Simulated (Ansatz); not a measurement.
# C₂HF₃O₂: a ladder of functionals and wavefunction methods

The task here is to estimate one member of a computed series from the others.

The runs use Ansatz 0.2.0, Gaussian basis; functionals in def2-TZVPP, the program's frozen cores in correlated methods.

Levels to be run: LDA (SPW92), PBE-D4, revPBE-D4, BLYP-D4, r2SCAN-D4, B97M-V, PBE0-D4, B3LYP-D4, r2SCANh-D4, r2SCAN0-D4, HSE06-D4, BHLYP-D4, CAM-B3LYP-D4, LC-ωPBE, ωB97X-V, ωB97M-V, B2PLYP, PBE-QIDH; CCSD(T)/def2-SVP; CCSD(T)/def2-TZVPP; MP2/def2-QZVPP; extrapolation to the limit; RPA on PBE.

## The geometry

All runs share one geometry, relaxed beforehand with PBE0-D4 in a triple-zeta def2 set.

SMILES `O=COC(F)(F)F`, 8 atoms, charge 0, spin multiplicity 1.

Atoms are counted from 1 here; the program's logs count them from 0.

Bond lengths: O1–C2 1.183 Å, C2–O3 1.369 Å, C2–H8 1.097 Å, O3–C4 1.376 Å, C4–F5 1.321 Å, C4–F6 1.322 Å, C4–F7 1.322 Å. Angles: O1–C2–O3 126.1°, O1–C2–H8 126.7°, O3–C2–H8 107.2°, C2–O3–C4 119.2°, O3–C4–F5 106.5°, O3–C4–F6 111.8°, O3–C4–F7 111.8°, F5–C4–F6 108.8°, F5–C4–F7 108.8°, F6–C4–F7 109.0°.

As a file:

```mol
C2HF3O2
  3D, bonds by distance, orders not assigned

  8  7  0  0  0  0  0  0  0  0999 V2000
    0.8830   -0.9976    1.3115 O   0  0
    0.0007   -1.2488    0.5653 C   0  0
   -0.5381   -0.3986   -0.3618 O   0  0
   -0.0380    0.8783   -0.4712 C   0  0
   -0.7294    1.4714   -1.4278 F   0  0
   -0.1887    1.5619    0.6508 F   0  0
    1.2411    0.8772   -0.8071 F   0  0
   -0.5386   -2.2008    0.4845 H   0  0
  1  2  8  0
  2  3  8  0
  3  4  8  0
  4  5  8  0
  4  6  8  0
  4  7  8  0
  2  8  8  0
M  END
```

Set-up of the first run:

The input, in.yaml:

```yaml
crystal:
  periodic: [false, false, false]
  atoms:
    - {symbol: O, position_ang: [0.883038, -0.997584, 1.311479]}
    - {symbol: C, position_ang: [0.000714, -1.248825, 0.565324]}
    - {symbol: O, position_ang: [-0.538096, -0.398617, -0.361841]}
    - {symbol: C, position_ang: [-0.037979, 0.878257, -0.471195]}
    - {symbol: F, position_ang: [-0.729375, 1.471363, -1.427821]}
    - {symbol: F, position_ang: [-0.188702, 1.561890, 0.650810]}
    - {symbol: F, position_ang: [1.241120, 0.877186, -0.807085]}
    - {symbol: H, position_ang: [-0.538620, -2.200771, 0.484530]}
basis:
  gaussian: {orbitals: def2-TZVPP}
hamiltonian: {xc: lda}
output: {orbitals: {seedname: orbitals}}
```

Command:

```
ansatz run in.yaml --threads 4 --pin off --events-out ev --progress --plain --max-ram 10444MiB
```

Among the steps run: LDA; PBE-D4 (GGA); revPBE-D4 (GGA); BLYP-D4 (GGA); r2SCAN-D4 (meta-GGA); B97M-V (meta-GGA); PBE0-D4 (hybrid); B3LYP-D4 (hybrid); r2SCANh-D4 (hybrid); r2SCAN0-D4 (hybrid); HSE06-D4 (hybrid); BHLYP-D4 (hybrid); CAM-B3LYP-D4 (range-separated); LC-ωPBE (range-separated); ωB97X-V (range-separated); ωB97M-V (range-separated); B2PLYP (double hybrid); PBE-QIDH (double hybrid).

One table of the session follows, with a row left open; its other results are not shown here.

It belongs to the step «Frontier levels by functional». 

| functional | HOMO (eV) | gap (eV) |
| --- | --- | --- |
| LDA (SPW92) | -7.76 | 5.28 |
| PBE-D4 | -7.54 | 5.39 |
| revPBE-D4 | -7.45 | 5.42 |
| BLYP-D4 | -7.47 | 5.41 |
| r2SCAN-D4 | -7.92 | 6.01 |
| B97M-V | -8.06 | 6.28 |
| PBE0-D4 | -9.29 | 8.30 |
| B3LYP-D4 | ? | ? |
| r2SCANh-D4 | -8.58 | 7.09 |
| r2SCAN0-D4 | -9.57 | 8.72 |
| HSE06-D4 | -8.88 | 7.49 |
| BHLYP-D4 | -11.03 | 11.25 |
| CAM-B3LYP-D4 | -10.83 | 11.02 |
| LC-ωPBE | -12.13 | 13.66 |
| ωB97X-V | -11.80 | 13.26 |
| ωB97M-V | -11.74 | 13.11 |

Estimate the missing values for B3LYP-D4.

Worked estimate for «HOMO (eV)». Against the share of exact exchange, BLYP-D4 (0, -7.47), BHLYP-D4 (0.5, -11.03) give a slope of -7.12 per unit share; at 0.2 the line stands at -8.89.

As computed: HOMO (eV): -9.05; gap (eV): 7.73. In «HOMO (eV)» the line misses by +0.16.
